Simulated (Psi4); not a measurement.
# BPH3F3 (SMILES [BH3-][P+](F)(F)F) at 3 levels

We compute a comparison of 3 runs (DSD-PBEP86/6-31G*, wB97X-V/6-31G*, OMP2/6-31G*) of BPH3F3. 

The calculation is run with Psi4 1.11.

2 further runs of the same task are left out: 1 that didn't finish, 1 set aside as unsound or not needed.

**1. The molecule**

BPH3F3 has 8 atoms, charge 0, and is taken as a singlet. As SMILES, `[BH3-][P+](F)(F)F`. The P2–F5 distance was set to 2.313 Å, away from the relaxed value. At this shape a bond of the SMILES string is far longer than usual.

Bond lengths: B1–P2 1.835 Å, P2–F3 1.542 Å, P2–F4 1.542 Å, B1–H6 1.207 Å, B1–H7 1.207 Å, B1–H8 1.207 Å. Angles: B1–P2–F3 117.7°, B1–P2–F4 117.7°, F3–P2–F4 100.1°, P2–B1–H6 102.9°, P2–B1–H7 102.9°, P2–B1–H8 102.9°, H6–B1–H7 115.1°, H6–B1–H8 115.1°, H7–B1–H8 115.1°.

**2. A single-point energy at DSD-PBEP86/6-31G(d) (density fitting for correlation, spherical functions) (run 1)**

Input file job.dat:

```
memory 2200 MB

molecule geom {
  B     -0.641672     1.043611     1.024214
  P     -0.506482    -0.576679     0.173574
  F     -0.260362    -1.825309     1.044664
  F     -1.717652    -1.056399    -0.651896
  F      1.178770    -0.833130    -1.390240
  H     -1.584502     0.883811     1.761234
  H     -0.827802     1.812831     0.112474
  H      0.427588     1.149631     1.574754
  symmetry c1
  no_reorient
  no_com
}

set puream true
set e_convergence 1e-09
set d_convergence 1e-08
set scf_type pk
set dft_radial_points 99
set dft_spherical_points 590
set num_frozen_docc 9

e, wfn = energy("dsd-pbep86/6-31G*", return_wfn=True)
```

Started as:

```bash
$ psi4 -i job.dat -o job.out -n 1
```

job.out:

```text
[...]
  Running in c1 symmetry.
[...]
  Nuclear repulsion =  244.571821390108283
[...]
  Multiplicity = 1
[...]
  Nalpha       = 25
  Nbeta        = 25
[...]
    Number of basis functions: 80
[...]
   @RKS iter   1:  -665.98498412998731   -6.80352e-01   7.75158e-03 ADIIS/DIIS
[...]
   @RKS iter  13:  -666.17735644312256   -2.42153e-11   5.36335e-09 DIIS
[...]
    Orbital Energies [Eh]
    ---------------------
    Doubly Occupied:
       1A    -79.221482     2A    -25.863892     3A    -25.863885
       4A    -25.684728     5A     -7.430240     6A     -7.287591
       7A     -5.414591     8A     -5.413435     9A     -5.410199
      10A     -1.619242    11A     -1.580343    12A     -1.326440
      13A     -0.914683    14A     -0.779161    15A     -0.777756
      16A     -0.738065    17A     -0.699390    18A     -0.690764
      19A     -0.671694    20A     -0.538674    21A     -0.491434
      22A     -0.490604    23A     -0.469479    24A     -0.464386
      25A     -0.446757
[...]
  @RKS Final Energy:  -666.17735644312256
   => Energetics <=
    Nuclear Repulsion Energy =            244.5718213901082834
    One-Electron Energy =               -1408.8258719946927613
    Two-Electron Energy =                 515.0596958751006014
    DFT Exchange-Correlation Energy =     -16.9830017136386360
    Empirical Dispersion Energy =           0.0000000000000000
    VV10 Nonlocal Energy =                  0.0000000000000000
    Total Energy =                       -666.1773564431225623
[...]
 Multipole Moments:
 ------------------------------------------------------------------------------------
     Multipole            Electronic (a.u.)      Nuclear  (a.u.)        Total (a.u.)
 ------------------------------------------------------------------------------------
 L = 1.  Multiply by 2.5417464519 to convert [e a0] to [Debye]
 Dipole X            :         36.7945493          -37.7633458           -0.9687965
 Dipole Y            :         62.1038189          -62.3976209           -0.2938021
 Dipole Z            :         -3.4507514            4.1496383            0.6988869
 Magnitude           :                                                    1.2301744
[...]
```

Run time: 9.3 s. Hardware: 1 thread of Intel Xeon 6975P-C (Granite Rapids), shared host; peak memory 1.1 GiB.

**3. The energy at wB97X-V/6-31G(d) (spherical functions) (run 2)**

Input file job.json:

```json
{
  "schema_name": "qcschema_input",
  "schema_version": 1,
  "molecule": {
    "schema_name": "qcschema_molecule",
    "schema_version": 2,
    "symbols": ["B", "P", "F", "F", "F", "H", "H", "H"],
    "geometry": [-1.21258434, 1.97213897, 1.93548395, -0.95711227, -1.08976537, 0.32800732, -0.49201287, -3.4493341, 1.97412885, -3.24589186, -1.99630479, -1.2319049, 2.22755246, -1.57438753, -2.62717285, -2.99427482, 1.67016074, 3.3282499, -1.56431907, 3.4257541, 0.21254506, 0.80802421, 2.17248773, 2.97585377],
    "molecular_charge": 0,
    "molecular_multiplicity": 1,
    "fix_symmetry": "c1",
    "fix_com": true,
    "fix_orientation": true
  },
  "driver": "energy",
  "model": {
    "method": "wb97x-v",
    "basis": "6-31G*"
  },
  "keywords": {
    "reference": "rks",
    "puream": true,
    "e_convergence": 1e-09,
    "d_convergence": 1e-08,
    "scf_type": "pk",
    "dft_radial_points": 99,
    "dft_spherical_points": 590
  }
}
```

Started as:

```bash
$ psi4 --qcschema job.json -n 1 --memory 2200MB
```

stdout:

```text
[...]
  Running in c1 symmetry.
[...]
  Nuclear repulsion =  244.571821579032132
[...]
  Multiplicity = 1
[...]
  Nalpha       = 25
  Nbeta        = 25
[...]
    Number of basis functions: 80
[...]
   @RKS iter   1:  -667.07821485408806   -6.01060e-01   8.17824e-03 DIIS/ADIIS
[...]
   @RKS iter  15:  -667.28883026380424   -2.04636e-12   3.20527e-09 DIIS
[...]
    Orbital Energies [Eh]
    ---------------------
    Doubly Occupied:
       1A    -77.340816     2A    -24.886690     3A    -24.886667
       4A    -24.717382     5A     -6.896918     6A     -6.834523
       7A     -5.052927     8A     -5.051916     9A     -5.046286
      10A     -1.469436    11A     -1.430047    12A     -1.191366
      13A     -0.868868    14A     -0.742981    15A     -0.733445
      16A     -0.693920    17A     -0.659240    18A     -0.640376
      19A     -0.622199    20A     -0.534967    21A     -0.473657
      22A     -0.469977    23A     -0.450264    24A     -0.444778
      25A     -0.441788
[...]
  @RKS Final Energy:  -667.28883026380424
   => Energetics <=
    Nuclear Repulsion Energy =            244.5718215790321324
    One-Electron Energy =               -1409.1675269153663521
    Two-Electron Energy =                 540.6300203693912181
    DFT Exchange-Correlation Energy =     -43.5294649477067210
    Empirical Dispersion Energy =           0.0000000000000000
    VV10 Nonlocal Energy =                  0.2063196508455494
    Total Energy =                       -667.2888302638042433
[...]
 Multipole Moments:
 ------------------------------------------------------------------------------------
     Multipole            Electronic (a.u.)      Nuclear  (a.u.)        Total (a.u.)
 ------------------------------------------------------------------------------------
 L = 1.  Multiply by 2.5417464519 to convert [e a0] to [Debye]
 Dipole X            :         36.8739972          -37.7633459           -0.8893487
 Dipole Y            :         62.0311702          -62.3976209           -0.3664507
 Dipole Z            :         -3.5519085            4.1496382            0.5977297
 Magnitude           :                                                    1.1324787
[...]
```

The result, in JSON:

```text
{
 "driver": "energy",
 "model": {
  "method": "wb97x-v",
  "basis": "6-31G*"
 },
 "success": true,
 "return_result": -667.2888302638042,
 "properties": {
  "calcinfo_nbasis": 80,
  "calcinfo_nmo": 80,
  "calcinfo_nalpha": 25,
  "calcinfo_nbeta": 25,
  "calcinfo_natom": 8,
  "nuclear_repulsion_energy": 244.57182157903213,
  "return_energy": -667.2888302638042,
  "scf_one_electron_energy": -1409.1675269153664,
  "scf_two_electron_energy": 540.6300203693912,
  "scf_vv10_energy": 0.2063196508455494,
  "scf_xc_energy": -43.52946494770672,
  "scf_dipole_moment": [-0.8893486517546236, -0.36645074056530547, 0.5977296649521873],
  "scf_total_energy": -667.2888302638042,
  "scf_iterations": 15
 }
}
```

Wall time 1.7 min (1 thread of Intel Xeon 6975P-C (Granite Rapids), shared host); peak memory 1.1 GiB.

**4. A single-point energy at OMP2/6-31G(d) (density fitting for correlation, spherical functions) (run 3)**

Input file calc.py:

```python
import psi4

psi4.set_memory('2200 MB')
psi4.set_num_threads(1)
psi4.core.set_output_file('psi4.out', False)

m = psi4.geometry("""
0 1
B
P 1 1.834994
F 2 1.542222 1 117.6987
F 2 1.542227 3 100.12586 1 -128.84125
F 2 2.3133 3 100.126 4 -102.31651
H 1 1.207337 2 102.92326 3 -60.01517
H 1 1.207317 6 115.14661 2 111.18907
H 1 1.207332 7 115.14737 6 -137.6349
units angstrom
symmetry c1
no_reorient
no_com
""")

psi4.set_options({
    'basis': '6-31G*',
    'puream': True,
    'e_convergence': 1e-09,
    'd_convergence': 1e-08,
    'scf_type': 'pk',
    'num_frozen_docc': 9,
})

result, w = psi4.energy("omp2", return_wfn=True)
print(f'omp2 energy: {result:.10f} Eh')
for k, v in sorted(psi4.core.scalar_variables().items()):
    print(f'{k:45s} {v:18.10f}')
```

Started as:

```bash
$ python calc.py
```

psi4.out:

```text
[...]
  Running in c1 symmetry.
[...]
  Nuclear repulsion =  244.571848191803156
[...]
  Multiplicity = 1
[...]
  Nalpha       = 25
  Nbeta        = 25
[...]
    Number of basis functions: 80
[...]
   @RHF iter   1:  -665.18106085319653   -8.71907e-01   7.58474e-03 DIIS/ADIIS
[...]
   @RHF iter  14:  -665.36879712520295   -3.18323e-12   3.23109e-09 DIIS
[...]
    Orbital Energies [Eh]
    ---------------------
    Doubly Occupied:
       1A    -80.247394     2A    -26.431855     3A    -26.431853
       4A    -26.239641     5A     -7.771581     6A     -7.590222
       7A     -5.666434     8A     -5.665196     9A     -5.663106
      10A     -1.761662    11A     -1.722443    12A     -1.454024
      13A     -0.997814    14A     -0.858719    15A     -0.856271
      16A     -0.819667    17A     -0.776052    18A     -0.774011
      19A     -0.753879    20A     -0.590698    21A     -0.565079
      22A     -0.563157    23A     -0.515703    24A     -0.510600
      25A     -0.492181
[...]
  @RHF Final Energy:  -665.36879712520295
   => Energetics <=
    Nuclear Repulsion Energy =            244.5718481918031557
    One-Electron Energy =               -1408.4428079196300132
    Two-Electron Energy =                 498.5021626026239687
    Total Energy =                       -665.3687971252029456
[...]
 Multipole Moments:
 ------------------------------------------------------------------------------------
     Multipole            Electronic (a.u.)      Nuclear  (a.u.)        Total (a.u.)
 ------------------------------------------------------------------------------------
 L = 1.  Multiply by 2.5417464519 to convert [e a0] to [Debye]
 Dipole X            :          0.7831087            0.3494677            1.1325764
 Dipole Y            :         -0.4519449           -0.2018290           -0.6537739
 Dipole Z            :          5.9881835           -6.1463388           -0.1581553
 Magnitude           :                                                    1.3172558
[...]
	Warning: cc_lambda option is changed to TRUE
	For this residual convergence, default PCG convergence is:     1.00e-07
[...]
	DF-MP2 Total Energy (a.u.)         :  -666.11691164513286
[...]
	DF-MP2 Total Energy (a.u.)         :  -666.13364957900137
[...]
	DF-OMP2 Total Energy (a.u.)        :  -666.13364957899125
[...]
```

On the terminal:

```text
omp2 energy: -666.1336495790 Eh
CURRENT CORRELATION ENERGY                         -0.7648524538
CURRENT ENERGY                                   -666.1336495790
CURRENT REFERENCE ENERGY                         -665.3687971252
DD SOLVATION ENERGY                                 0.0000000000
HF KINETIC ENERGY                                 664.6893924527
HF POTENTIAL ENERGY                             -1330.0581895779
HF TOTAL ENERGY                                  -665.3687971252
HF VIRIAL RATIO                                     2.0010221386
MP2 CORRELATION ENERGY                             -0.7481145199
MP2 DOUBLES ENERGY                                 -0.7481145199
MP2 SINGLES ENERGY                                  0.0000000000
MP2 TOTAL ENERGY                                 -666.1169116451
NUCLEAR REPULSION ENERGY                          244.5718481918
OMP2 CORRELATION ENERGY                            -0.7648524538
OMP2 REFERENCE CORRECTION ENERGY                    0.0202724985
OMP2 TOTAL ENERGY                                -666.1336495790
ONE-ELECTRON ENERGY                             -1408.4428079196
PCM POLARIZATION ENERGY                             0.0000000000
PE ENERGY                                           0.0000000000
SCF ITERATION ENERGY                             -665.3687971252
SCF ITERATIONS                                     14.0000000000
SCF TOTAL ENERGY                                 -665.3687971252
SCS(N)-MP2 CORRELATION ENERGY                     665.3687971252
SCS(N)-MP2 TOTAL ENERGY                             0.0000000000
SCS(N)-OMP2 CORRELATION ENERGY                    665.3687971252
SCS(N)-OMP2 TOTAL ENERGY                            0.0000000000
SCS-MP2 CORRELATION ENERGY                        665.3687971252
SCS-MP2 TOTAL ENERGY                                0.0000000000
SCS-OMP2 CORRELATION ENERGY                       665.3687971252
SCS-OMP2 TOTAL ENERGY                               0.0000000000
SOS-MP2 CORRELATION ENERGY                        665.3687971252
SOS-MP2 TOTAL ENERGY                                0.0000000000
SOS-OMP2 CORRELATION ENERGY                       665.3687971252
SOS-OMP2 TOTAL ENERGY                               0.0000000000
TWO-ELECTRON ENERGY                               498.5021626026
```

It took 15 s on 1 thread of Intel Xeon 6975P-C (Granite Rapids), shared host; peak memory 0.28 GiB.

**5. All runs side by side**

```
run                                                                     level  fitting correlation  frozen core orbitals  energy (Eh)  HOMO energy (eV)  LUMO energy (eV)  HOMO–LUMO gap (eV)  wall time
  1  DSD-PBEP86/6-31G* (density fitting for correlation, spherical functions)      density fitting                     9  -666.574886            -12.16             -1.99               10.17      9.3 s
  2                                      wB97X-V/6-31G* (spherical functions)                    –                     0  -667.288830            -12.02             -1.77               10.25    1.7 min
  3        OMP2/6-31G* (density fitting for correlation, spherical functions)      density fitting                     9  -666.133650            -13.39             -0.53               12.87       15 s
```

**6. Summary of results**

```
                                          quantity          value
                               run 3: total energy  -666.13365 Eh
        run 3: HOMO energy (Hartree–Fock orbitals)      -13.39 eV
        run 3: LUMO energy (Hartree–Fock orbitals)       -0.53 eV
      run 3: HOMO–LUMO gap (Hartree–Fock orbitals)       12.87 eV
run 3: correlation energy (9 core orbitals frozen)     -764.9 mEh
```

What this shows: Totals of different functionals can't be ranked against each other. All runs together took 2.1 min, the longest 1.7 min.
